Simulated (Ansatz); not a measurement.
# C₃H₉NSi, SMILES CC1[SiH2]N1C: a geometry optimisation

Run with the Python package of Ansatz (0.2.0).

Input file `c3h9nsi.xyz`:
```text
14

C    -1.73630    0.55360   -0.50740
C    -0.45910   -0.06950   -0.52370
Si   -0.16380   -1.47080    0.64080
N     0.51450    0.12660    0.59200
C     1.77860    0.53350    0.19020
H    -1.71100    1.58960   -1.01400
H    -2.15570    0.77150    0.49190
H    -2.47580    0.01840   -1.08370
H    -0.05280   -0.19740   -1.47560
H     1.04200   -2.35080    0.44940
H    -0.96230   -1.59010    1.90290
H     2.20790   -0.00880   -0.62600
H     1.71890    1.62970   -0.07550
H     2.44210    0.43520    1.06750
```

The script, `c3h9nsi.py`:
```python
"""Geometry optimisation of C3H9NSi."""

import ansatz as az
import numpy as np
import pandas as pd

config = {
    "basis": "def2-SVP",
    "xc": "hf",
}

molecule = az.Crystal.molecule_from_extxyz("c3h9nsi.xyz")

calc = molecule.calculation()
calc = calc.basis(gaussian=config["basis"]).functional(config["xc"])
symbols = [site.symbol for site in molecule.cartesian_sites]
start = np.array([site.position_ang for site in molecule.cartesian_sites], dtype=float)
data = calc.relax(force_tolerance=0.01).run(threads=1).report
end = np.array(data["positions_ang"])

print("reference energy %16.6f eV" % data["reference_energy_ev"])
print("total energy     %16.6f eV" % data["free_energy_ev"])
print("occupied (up, down):", data["n_occupied"], " virtual:", data["n_virtual"], " frozen:", data["n_frozen"])

print("bond        before    after (A)")
for i, j in [(0, 1), (0, 5), (0, 6), (0, 7), (1, 2), (1, 3), (1, 8), (2, 3), (2, 9), (2, 10), (3, 4), (4, 11), (4, 12), (4, 13)]:
    d0, d1 = (np.linalg.norm(xyz[i] - xyz[j]) for xyz in (start, end))
    print(f"{symbols[i]}{i}-{symbols[j]}{j}".ljust(10), f"{d0:8.4f} {d1:8.4f}")

charges = data["charge_distribution"]
table = pd.DataFrame({"atom": symbols, "mulliken": charges["mulliken_charges_e"], "lowdin": charges["lowdin_charges_e"]})
print(table.round(3).to_string())
print("dipole (e A):", np.round(charges["dipole_moment_e_ang"], 4) + 0.0)
```

```console
$ python c3h9nsi.py
reference energy    -12570.465133 eV
total energy        -12570.465133 eV
occupied (up, down): [24, 24]  virtual: [95, 95]  frozen: 0
bond        before    after (A)
C0-C1        1.4212   1.5145
C0-H5        1.1535   1.0942
C0-H6        1.1054   1.0907
C0-H7        1.0795   1.0923
C1-Si2       1.8458   1.8472
C1-N3        1.4937   1.4718
C1-H8        1.0429   1.0961
Si2-N3       1.7361   1.6990
Si2-H9       1.5050   1.4775
Si2-H10      1.4982   1.4731
N3-C4        1.3874   1.4340
C4-H11       1.0698   1.0982
C4-H12       1.1295   1.0930
C4-H13       1.1043   1.0908
   atom  mulliken  lowdin
0     C     0.080   0.045
1     C    -0.179  -0.121
2    Si     0.742   0.398
3     N    -0.707  -0.130
4     C     0.213   0.111
5     H     0.022  -0.009
6     H     0.021  -0.004
7     H     0.024  -0.005
8     H     0.037  -0.009
9     H    -0.151  -0.104
10    H    -0.146  -0.101
11    H     0.001  -0.030
12    H     0.019  -0.024
13    H     0.025  -0.017
dipole (e A): [ 0.0793 -0.1271 -0.0547]
```

Reading the output:
- These settings explore the input space; basis and method may be short of convergence.
- The end point is the stationary point reached from this start; no frequency run checks that it is a minimum, and the basis set is modest.
- The Löwdin charges here are taken after orthogonalising the functions within each atom; they differ from plain Löwdin charges, and their signs can be unphysical.
- Wall time of the script: 37 s on 1 thread of Intel(R) Xeon(R) Platinum 8488C (Sapphire Rapids) (shared host), peak memory 0.38 GiB.

(Lines on the test bed's own set-up are left out of the output.)
